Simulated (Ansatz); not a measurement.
# FNi: the cost of one run

Computed with Ansatz 0.2.0 (DFT unrestricted wB97X-V, scalar-relativistic (X2C), Gaussian basis x2c-TZVPPall, and further levels as typed in the inputs, unless a step's input says otherwise).

1 further run of the same task is left out (it didn't finish).

## 1. The starting structure

Bond lengths: Ni1–F2 1.730 Å.

Structure file:

```xyz
2

Ni    0.0000    0.0000    0.0000
F     0.0000    0.0000    1.7300
```

## 2. Relaxing the atoms: FNi

File input.yaml:

```yaml
relax:
  f_tol: 0.001
  max_steps: 200
crystal:
  periodic: [false, false, false]
  atoms:
    - { symbol: Ni, position_ang: [0.0, 0.0, 0.0] }
    - { symbol: F, position_ang: [0.0, 0.0, 1.73] }
magnetization:
  spin_polarized: true
  initial_magnetization: 3
basis:
  gaussian: { orbitals: x2c-TZVPPall }
hamiltonian:
  xc: { name: wB97X-V }
```

The run is started by

```sh
ansatz run input.yaml --threads 4 --pin off --max-ram 8192MiB --backend cpu --events-out ev --progress --plain --runs-dir out
```

What time and memory should one allow on 4 threads of Arm Neoverse V2, shared host?

About 33 s, with a peak of 0.35 GiB.
